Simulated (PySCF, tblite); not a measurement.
# C5H12O2Si2: geometry, infrared bands and NMR shifts

What infrared bands and NMR shifts should C5H12O2Si2 (`O=C1CO[C@@H](CC[SiH3])[SiH2]1`) show?

The runs use tblite 0.8.0 and PySCF 2.14.0, with density-fitted response routines of our own; the level of theory stands in each step. All values are computed, except where a source is named. Atoms count from 0, in the outputs and in this text.

## 1. The starting structure

21 atoms, charge 0, multiplicity 1; geometry from: force field or distance geometry start.

Bonds of the start (Å): O0–C1 1.20, C1–C2 1.52, C2–O3 1.37, O3–C4 1.36, C4–C5 1.48, C5–C6 1.53, C6–Si7 1.87, C4–Si8 1.90, Si8–C1 1.87, C2–H9 1.10, C2–H10 1.12, C4–H11 1.10, C5–H12 1.13, C5–H13 1.10, C6–H14 1.10, C6–H15 1.10, Si7–H16 1.47, Si7–H17 1.49, Si7–H18 1.47, Si8–H19 1.44, Si8–H20 1.44.

## 2. Optimising the geometry with GFN2-xTB

Job settings and geometry (Å):

```
{"job": {"kind": "relax", "xc": "GFN2-xTB", "basis": "xTB"}, "charge": 0, "multiplicity": 1}
O     -3.438600    -1.838800    -0.616300
C     -2.648400    -0.975800    -0.341500
C     -2.369000    -0.318200     1.002300
O     -1.874900     0.939100     0.766700
C     -0.752700     0.924000    -0.008000
C      0.478700     0.379500     0.601100
C      1.615500     0.460100    -0.424700
Si     3.220700    -0.202600     0.268500
Si    -1.393000    -0.139900    -1.448100
H     -1.758400    -0.949700     1.665900
H     -3.377500    -0.221700     1.476200
H     -0.598400     1.953600    -0.376800
H      0.760300     1.045100     1.467800
H      0.391600    -0.648500     0.992700
H      1.331100    -0.198200    -1.255400
H      1.809800     1.503500    -0.729600
H      3.942100     0.844200     1.014800
H      4.126800    -0.649500    -0.825700
H      2.990500    -1.382000     1.117100
H     -2.016400     0.636300    -2.486200
H     -0.448700    -1.143600    -1.861200
```

Command:

```console
$ OMP_NUM_THREADS=1 python probes_run.py task.json out
```

This one command runs all jobs of the session in turn.

**Question.** This job is followed by: GFN2-xTB harmonic vibrations, gas phase; GIAO PBE0/pcSseg-1 NMR shielding, non-relativistic, gas phase. Predict these results of the whole session: strongest single infrared mode (GFN2-xTB); zero-point energy (GFN2-xTB); 13C shifts against TMS (PBE0/pcSseg-1); 1H shifts against TMS (PBE0/pcSseg-1, means over atoms taken as alike); 17O shifts against H2O (PBE0/pcSseg-1); 29Si shifts against TMS (PBE0/pcSseg-1); surface potential, 1st and 99th percentile.

**Answer**, as computed:

| quantity | value |
| --- | --- |
| strongest single infrared mode (GFN2-xTB) | 2313 cm⁻¹, 385 km/mol |
| zero-point energy (GFN2-xTB) | 95.8 kcal/mol |
| 13C shifts against TMS (PBE0/pcSseg-1) | 258.3, 79.9, 79.2, 30.9, 7.6 ppm |
| 1H shifts against TMS (PBE0/pcSseg-1, means over atoms taken as alike) | 4.46, 4.08, 3.95, 3.91, 3.85, 3.59, 1.95, 1.74, 0.60, 0.39 ppm |
| 17O shifts against H2O (PBE0/pcSseg-1) | 863.4, 57.5 ppm |
| 29Si shifts against TMS (PBE0/pcSseg-1) | -69.7, -81.2 ppm |
| surface potential, 1st and 99th percentile | -1.48 V and 1.23 V |

**Reading.** The optimisation took 127 steps and gained 0.587 eV; among the close pairs (by a distance rule), O3–C4 changed most, from 1.364 to 1.433 Å. No mode is imaginary among the 57: a minimum at this level. The strongest single mode, at 2313 cm⁻¹, moves mainly H19. Unscaled tight-binding wavenumbers are off by several per cent, some by more. Its intensities can rank the bands wrongly. The most deshielded hydrogen is H11 (hydrogen on an sp3 CH bonded to O and Si), at 4.46 ppm: its carbon carries O, hence the downfield position. At PBE0/pcSseg-1: The widest tensor belongs to O0: span 1902 ppm, with a paramagnetic part of -921 ppm. By nearest atom (PBE0/pcSseg-1), the HOMO sits on O0 39 %; Si8 12 % and the LUMO on C1 42 %; O0 28 %.
